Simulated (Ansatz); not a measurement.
# Cl2FGeH (built from SMILES [F][GeH]([Cl])[Cl]): search for a transition state

Is there a first-order saddle for this 1,1-elimination, which should form F2–H3 and break Ge1–F2, Ge1–H3, and which two structures does it connect?

Computed with Ansatz 0.2.0, Gaussian basis. Level: PBE0-D4, def2-SVP first, then def2-TZVP.

31 further runs of the same task are left out: 31 set aside as unsound or not needed.

**1. Starting geometry**

The guess: 5 atoms, charge 0, spin multiplicity 1.

Atoms are counted from 1 here; the program's logs count them from 0.

Bond lengths: Ge1–F2 2.106 Å, Ge1–Cl4 2.423 Å, Ge1–Cl5 2.155 Å, H3–Cl4 1.439 Å. Angles: F2–Ge1–Cl4 70.4°, F2–Ge1–Cl5 96.5°, Cl4–Ge1–Cl5 97.3°, Ge1–Cl4–H3 55.5°.

Geometry (Å):

```xyz
5
charge 0, multiplicity 1
Ge    0.1556   -0.7242    0.8922
F    -0.4960   -0.8111   -1.1090
H    -0.7882    0.2339   -0.5852
Cl   -1.0188    1.3197    0.3312
Cl    2.1474   -0.0184    0.4708
```

Distances that are to change: F2–H3 1.20 Å, Ge1–F2 2.11 Å, Ge1–H3 2.00 Å.

**2. Constrained relaxation of the guess**

Input file hold/in.yaml:

```yaml
crystal:
  periodic: [false, false, false]
  atoms:
    - {symbol: Ge, position_ang: [0.155600, -0.724200, 0.892200]}
    - {symbol: F, position_ang: [-0.496000, -0.811100, -1.109000]}
    - {symbol: H, position_ang: [-0.788200, 0.233900, -0.585200]}
    - {symbol: Cl, position_ang: [-1.018800, 1.319700, 0.331200]}
    - {symbol: Cl, position_ang: [2.147400, -0.018400, 0.470800]}
basis:
  gaussian: {orbitals: def2-SVP}
hamiltonian: {xc: pbe0, dispersion: d4}
relax: {f_tol: 0.08, max_steps: 120, escape_saddle: false, constraints: [{distance: [1, 2]}, {distance: [0, 1]}, {distance: [0, 2]}]}
```

The command line of these runs was not kept.

After this run come: Saddle search in the small basis; Saddle search in triple zeta; Checking the order of the point; Relaxing after a step of 0.30 Å one way along the mode; Relaxing after a step of 0.30 Å the other way along the mode.

**Question.** What will these runs give? Wanted: imaginary mode; barrier from the start side; barrier from the end side; energy of the step; pairs that change; zero-point energy at the saddle.

As calculated:

```
                       quantity                                                       value
                 imaginary mode                                                   501i cm⁻¹
    barrier from the start side                                                4.9 kcal/mol
      barrier from the end side                                                8.5 kcal/mol
             energy of the step                                               -3.6 kcal/mol
              pairs that change  Ge1–Cl4 formed, F2–H3 formed, Ge1–F2 broken, H3–Cl4 broken
zero-point energy at the saddle                                                    0.275 eV
```

One imaginary mode, 501i cm⁻¹, makes this a first-order saddle. The two relaxations don't end on the planned structures: the search found another step. At PBE0-D4/def2-TZVP the electronic barrier is 4.9 kcal/mol, about 8 kT at 298 K, and the step runs 3.6 kcal/mol downhill. A step off the saddle overshot and began above it in energy, so the link to its end is likely but not proven. The ends are the nearest minima, not always the lowest complexes.
